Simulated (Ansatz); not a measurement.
**SiO2: a tetragonal deformation path**

The task here is to estimate one member of a computed series from the others.

Program: Ansatz 0.2.0. Level of theory: DFT r2SCAN, scalar-relativistic, plane waves, PAW. These are calculated values, not measurements.

2 further runs of the same task are left out: 2 set aside as unsound or not needed.

## The starting structure

It takes space group P4_2/mnm (No. 136, tetragonal). Conventional cell: a = 4.185 Å, b = 4.185 Å, c = 2.669 Å, α = 90.00°, β = 90.00°, γ = 90.00°. Around Si (site symmetry mmm) lie 6 O at 1.76 to 1.81 Å. O (site symmetry m2m) has 3 Si at 1.76 to 1.81 Å as nearest neighbours.

Coordinates:

```xyz
6
Lattice="4.1854 0.0000 0.0000 0.0000 4.1854 0.0000 0.0000 0.0000 2.6687" Properties=species:S:1:pos:R:3 pbc="T T T"
Si    2.0927    2.0927    1.3344
Si    0.0000    0.0000    0.0000
O     2.9042    2.9042    0.0000
O     0.8115    3.3739    1.3344
O     1.2812    1.2812    0.0000
O     3.3739    0.8115    1.3344
```

It goes back to an entry of the Materials Project, which need not be the stable form.

It is the result of an earlier relaxation at this level (volume 7.79 Å³/atom; gap on the mesh: 6.51 eV).

Set-up of the first run:

Input file input.yaml:

```yaml
crystal:
  lattice:
    - [4.1854060871, 0.0, 0.0]
    - [0.0, 4.1854060871, 0.0]
    - [0.0, 0.0, 2.6687449852]
  atoms:
    - { symbol: Si, position: [0.5, 0.5, 0.5] }
    - { symbol: Si, position: [0.0, 0.0, 0.0] }
    - { symbol: O, position: [0.6938852015, 0.6938852015, 0.0] }
    - { symbol: O, position: [0.1938852015, 0.8061147985, 0.5] }
    - { symbol: O, position: [0.3061147985, 0.3061147985, 0.0] }
    - { symbol: O, position: [0.8061147985, 0.1938852015, 0.5] }
basis:
  ecutwfc: 500
kpoints:
  mp_grid: { grid: [6, 6, 10] }
hamiltonian:
  xc: r2scan
scf:
  occupations: { method: gaussian, width: 0.05 }
output:
  forces: true
  stress: true
  eigenvalues: true
```

The run is started by

```bash
ansatz run input.yaml --threads 1 --pin off --max-ram 2560MiB --backend cpu --events-out ev --progress --plain --runs-dir out
```

Steps of the session up to this table: The reference: the undisturbed cell on the scan's mesh; ρ = 0.850; ρ = 1.200; Point ρ = 0.920; ρ = 1.100; At ρ = 0.960; Point ρ = 1.050; Point ρ = 0.800; At ρ = 1.300.

One of the session's tables, all rows but one given; the rest of the session is left out.

Collected from the runs (energy zero: the undisturbed cell):

```
    ρ  ΔE (meV/atom)  pressure (GPa)  gap on the mesh (eV)
0.800          485.0            22.9                  6.11
0.850              ?               ?                     ?
0.920           60.3             5.6                  6.70
0.960           14.0             2.3                  6.64
1.000            0.0             0.0                  6.51
1.050           18.5            -1.8                  6.30
1.100           67.8            -2.5                  6.08
1.200          230.8            -0.9                  5.71
1.300          447.5             4.0                  5.48
```

Q: Estimate the row for ρ = 0.850 from the others.

Worked estimate for «ΔE (meV/atom)». A straight line through the neighbours (0.800, 485.0) and (0.920, 60.3) gives 485.0 + (60.3 − 485.0) × (0.850 − 0.800) / (0.920 − 0.800) = 308.0; a parabola fitted to 3 rows on both sides gives 255.9.

**Answer.** ΔE (meV/atom): 244.6; pressure (GPa): 14.1; gap on the mesh (eV): 6.52. In «ΔE (meV/atom)» the line misses by +63.4 and the parabola by +11.3.
